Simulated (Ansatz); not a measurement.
# Re: a tetragonal deformation path

One table from this session's results is given with a row withheld; the runs are named, their logs left out.

Method: DFT r2SCAN, scalar-relativistic, plane waves, PAW, in Ansatz 0.2.0.

## The structure to begin with

The structure is cubic, space group Fm-3m (No. 225). The conventional cell has a = 3.950 Å, b = 3.950 Å, c = 3.950 Å, α = 90.00°, β = 90.00°, γ = 90.00°. Re (site symmetry m-3m) has 12 Re at 2.79 Å in its first shell of neighbours.

Coordinates:

```xyz
1
Lattice="0.0000 1.9750 1.9750 1.9750 0.0000 1.9750 1.9750 1.9750 0.0000" Properties=species:S:1:pos:R:3 pbc="T T T"
Re    0.0000    0.0000    0.0000
```

The cell is taken as given, not relaxed at this level.

Set-up of the first run:

input.yaml reads:

```yaml
crystal:
  lattice:
    - [0.0, 1.975, 1.975]
    - [1.975, 0.0, 1.975]
    - [1.975, 1.975, 0.0]
  atoms:
    - { symbol: Re, position: [0.0, 0.0, 0.0] }
basis:
  ecutwfc: 500
kpoints:
  mp_grid: { grid: [22, 22, 22] }
hamiltonian:
  xc: r2scan
scf:
  occupations: { method: gaussian, width: 0.15 }
output:
  forces: true
  stress: true
  eigenvalues: true
  write_density: true
  write_potential: true
  elf: true
  volumetric_format: npy
```

On the command line:

```console
ansatz run input.yaml --threads 1 --pin off --max-ram 2560MiB --backend cpu --events-out ev --progress --plain --runs-dir out
```

Steps of the session up to this table: The undisturbed cell; At ρ = 0.707; At ρ = 1.414; At ρ = 0.850; ρ = 1.200; ρ = 0.780; At ρ = 1.300; At ρ = 0.920; Point ρ = 1.100; At ρ = 0.650; At ρ = 1.500; At ρ = 0.960; Point ρ = 1.050.

One of the session's tables, all rows but one given; the rest of the session is left out.

The scan, with free energies counted from the undisturbed cell:

```
    ρ  ΔE (meV/atom)  pressure (GPa)
0.650          203.0           -12.6
0.707          200.9           -13.0
0.780          203.7           -12.7
0.850          141.4           -13.4
0.920           52.0           -14.6
0.960           13.8           -15.2
1.000            0.0           -15.4
1.050           21.5           -15.0
1.100           83.2           -13.9
1.200          278.6           -10.0
1.300              ?               ?
1.414          907.7             6.5
1.500         1197.2            15.8
```

Estimate the missing values for ρ = 1.300.

Worked estimate for «ΔE (meV/atom)». A straight line through the neighbours (1.200, 278.6) and (1.414, 907.7) gives 278.6 + (907.7 − 278.6) × (1.300 − 1.200) / (1.414 − 1.200) = 572.6; a parabola fitted to 4 rows on both sides gives 545.6.

The run gave: ΔE (meV/atom): 550.3; pressure (GPa): -3.5. In «ΔE (meV/atom)» the line misses by +22.3 and the parabola by -4.7.
